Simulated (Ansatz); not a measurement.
**NH2Br (triplet): wave-function methods side by side at distance Br1–H2 along a hydrogen transfer = 2.041 Å, cc-pVDZ**

How much of the correlation energy of NH2Br (triplet) does each wave-function method recover here?

Computed with Ansatz 0.2.0, Gaussian basis. Level: cc-pVDZ, core rule «outside noble gas», up to 15 orbitals frozen.

To be run: UHF; CCSD(T) on ROHF; CCSD(T) on UHF; BCCD(T) on ROHF; CISD; CCSDT(Q) on ROHF; CCSDT(Q) on UHF; CASSCF and MRCISD+Q, 4 electrons in 4 orbitals; CASSCF and NEVPT2, 4 electrons in 4 orbitals; CASSCF and MRCISD+Q, 14 electrons in 10 orbitals; CASSCF and NEVPT4(SD), 14 electrons in 10 orbitals; CASSCF and NEVPT2, 14 electrons in 10 orbitals.

8 further runs of the same task are left out: 1 for a mislabelled method, 7 that didn't finish.

## Step 1: The system

The geometry derives from fragments relaxed apart (PBE0/def2-TZVP) and kept rigid, so it is no stationary point. A hydrogen atom is moved between rigid fragments. No spin-orbit coupling is included. The filled d shell of Br may be among the frozen orbitals whatever the setting's name suggests; the logs give the count.

4 atoms, charge 0, spin multiplicity 3.

Atoms are counted from 1 here; the program's logs count them from 0.

Bond lengths: H2–N3 1.143 Å, N3–H4 1.040 Å. Angles: H2–N3–H4 105.0°.

Geometry (Å):

```
atom    x (Å)    y (Å)   z (Å)
 Br1  -2.1695   0.2511  0.0000
  H2  -0.1285   0.2511  0.0000
  N3   1.0145   0.2511  0.0000
  H4   1.2836  -0.7532  0.0000
```

## Step 2: UHF

in.yaml

```yaml
crystal:
  periodic: [false, false, false]
  atoms:
    - {symbol: Br, position_ang: [-2.169520, 0.251057, 0.000000]}
    - {symbol: H, position_ang: [-0.128520, 0.251057, 0.000000]}
    - {symbol: N, position_ang: [1.014480, 0.251057, 0.000000]}
    - {symbol: H, position_ang: [1.283561, -0.753170, 0.000000]}
basis:
  gaussian: {orbitals: cc-pVDZ}
magnetization: {spin_polarized: true, initial_magnetization: 2}
hamiltonian: {xc: hf}
output: {orbitals: {seedname: orbitals}}
```

Launch:

```bash
> ansatz run in.yaml --threads 1 --pin off --events-out ev --progress --plain --max-ram 2393MiB
```

Further steps of the session: CCSD(T) on ROHF; CCSD(T) on UHF; BCCD(T) on ROHF; CISD; CCSDT(Q) on ROHF; CCSDT(Q) on UHF; CASSCF and MRCISD+Q, 4 electrons in 4 orbitals; CASSCF and NEVPT2, 4 electrons in 4 orbitals; CASSCF and MRCISD+Q, 14 electrons in 10 orbitals; CASSCF and NEVPT4(SD), 14 electrons in 10 orbitals; CASSCF and NEVPT2, 14 electrons in 10 orbitals.

Before running them: what should the planned runs give, taken together? Wanted: UCCSDT(Q) below the RHF energy; RMP2 from UCCSDT(Q); UMP2 from UCCSDT(Q); RCCSD from UCCSDT(Q); RCCSD(T) from UCCSDT(Q); UCCSD(T) from UCCSDT(Q); RCCSDT(Q) from UCCSDT(Q); NEVPT2 pair from UCCSDT(Q); MRCISD+Q pair from UCCSDT(Q).

The runs gave:

| quantity | value |
| --- | --- |
| UCCSDT(Q) below the RHF energy | -8.0672 eV |
| RMP2 from UCCSDT(Q) | +106.2 kJ/mol |
| UMP2 from UCCSDT(Q) | +107.2 kJ/mol |
| RCCSD from UCCSDT(Q) | +16.6 kJ/mol |
| RCCSD(T) from UCCSDT(Q) | +3.4 kJ/mol |
| UCCSD(T) from UCCSDT(Q) | +3.2 kJ/mol |
| RCCSDT(Q) from UCCSDT(Q) | +0.2 kJ/mol |
| NEVPT2 pair from UCCSDT(Q) | +99.1 kJ/mol |
| MRCISD+Q pair from UCCSDT(Q) | +6.9 kJ/mol |
| NEVPT2 valence from UCCSDT(Q) | +129.2 kJ/mol |
| levels within 1 kcal/mol (43 meV) | RCCSD(T), UCCSD(T), BCCD(T), RCCSDT, UCCSDT, RCCSDT(Q), MRCISD+Q valence |
| T1 diagnostic | 0.030 |
| effectively unpaired electrons | 2.02 |

What this shows: RCCSD(T) misses by +3.4 kJ/mol, 0.4 % of the correlation energy. One determinant dominates. Of the multireference levels listed MRCISD+Q valence comes nearest in total energy (+2.8 kJ/mol), which doesn't show that its space is the better one. These misses are within one basis, not against nature; the frozen cores of restricted and unrestricted runs differ, which can shift their rows.
